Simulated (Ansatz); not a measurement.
# C₂H₅BOS: one species, many methods

One table from this session's results is given with a row withheld; the runs are named, their logs left out.

Computed with Ansatz 0.2.0, Gaussian basis. Level: functionals in def2-TZVPP, the program's frozen cores in correlated methods.

The runs, in order: PBE-D4, r2SCAN-D4, PBE0-D4, B3LYP-D4, ωB97X-V, ωB97M-V, B2PLYP; CCSD(T)/def2-TZVPP; MP2/def2-QZVPP; extrapolation to the limit.

### The relaxed structure

An earlier PBE0-D4 in a triple-zeta def2 set relaxation fixed the geometry.

SMILES `B1COCS1`, 10 atoms, charge 0, spin multiplicity 1.

Atoms are counted from 1 here; the program's logs count them from 0.

Bond lengths: B1–C2 1.574 Å, B1–S5 1.758 Å, B1–H6 1.189 Å, C2–O3 1.424 Å, C2–H7 1.105 Å, C2–H8 1.093 Å, O3–C4 1.382 Å, C4–S5 1.851 Å, C4–H9 1.098 Å, C4–H10 1.090 Å. Angles: C2–B1–S5 109.0°, C2–B1–H6 127.5°, S5–B1–H6 123.5°, B1–C2–O3 108.2°, B1–C2–H7 109.5°, B1–C2–H8 114.3°, O3–C2–H7 110.9°, O3–C2–H8 107.3°, H7–C2–H8 106.7°, C2–O3–C4 111.4°, O3–C4–S5 108.7°, O3–C4–H9 112.7°, O3–C4–H10 109.1°, S5–C4–H9 106.5°, S5–C4–H10 109.9°, H9–C4–H10 109.9°, B1–S5–C4 90.6°.

Set-up of the first run:

The input, in.yaml:

```yaml
crystal:
  periodic: [false, false, false]
  atoms:
    - {symbol: B, position_ang: [-1.342427, 0.037287, -0.070354]}
    - {symbol: C, position_ang: [-0.217542, -1.030622, 0.194718]}
    - {symbol: O, position_ang: [1.006492, -0.528336, -0.331993]}
    - {symbol: C, position_ang: [1.088987, 0.844475, -0.196402]}
    - {symbol: S, position_ang: [-0.588995, 1.572053, -0.480079]}
    - {symbol: H, position_ang: [-2.519257, -0.117557, 0.002763]}
    - {symbol: H, position_ang: [-0.132413, -1.215645, 1.280587]}
    - {symbol: H, position_ang: [-0.398801, -2.000397, -0.275044]}
    - {symbol: H, position_ang: [1.395609, 1.152915, 0.811891]}
    - {symbol: H, position_ang: [1.791347, 1.234726, -0.933087]}
basis:
  gaussian: {orbitals: def2-TZVPP}
hamiltonian: {xc: pbe, dispersion: d4}
output: {forces: true, orbitals: {seedname: orbitals}}
```

The run is started by

```console
$ ansatz run in.yaml --threads 4 --pin off --events-out ev --progress --plain --max-ram 10444MiB
```

Steps of the session up to this table: PBE-D4 (GGA); r2SCAN-D4 (meta-GGA); PBE0-D4 (hybrid); B3LYP-D4 (hybrid); ωB97X-V (range-separated); ωB97M-V (range-separated); B2PLYP (double hybrid); CCSD(T) in def2-TZVPP; MP2 in def2-QZVPP.

One of the session's tables, all rows but one given; the rest of the session is left out.

It belongs to the step «Atomisation energies». 

| method | atomisation energy (kJ/mol) |
| --- | --- |
| PBE-D4 | 4042.9 |
| r2SCAN-D4 | 3953.6 |
| PBE0-D4 | 3960.7 |
| B3LYP-D4 | 3914.9 |
| ωB97X-V | 3934.8 |
| ωB97M-V | 3941.4 |
| B2PLYP | 3874.9 |
| HF/def2-TZVPP | 2829.2 |
| MP2/def2-TZVPP | 3896.7 |
| CCSD/def2-TZVPP | ? |
| CCSD(T)/def2-TZVPP | 3805.3 |
| MP2/CBS | 3996.9 |
| CCSD(T)/CBS | 3905.5 |

Estimate the missing values for CCSD/def2-TZVPP.

As computed: atomisation energy (kJ/mol): 3735.0. In the column «atomisation energy (kJ/mol)» it lies between HF/def2-TZVPP (2829.2) and CCSD(T)/def2-TZVPP (3805.3).

Caveats from the session: Free atoms (1 B, 2 C, 1 O, 1 S, 5 H) were run apart at each level; the atomisation energy is their sum less the molecule, without zero-point or spin-orbit terms.
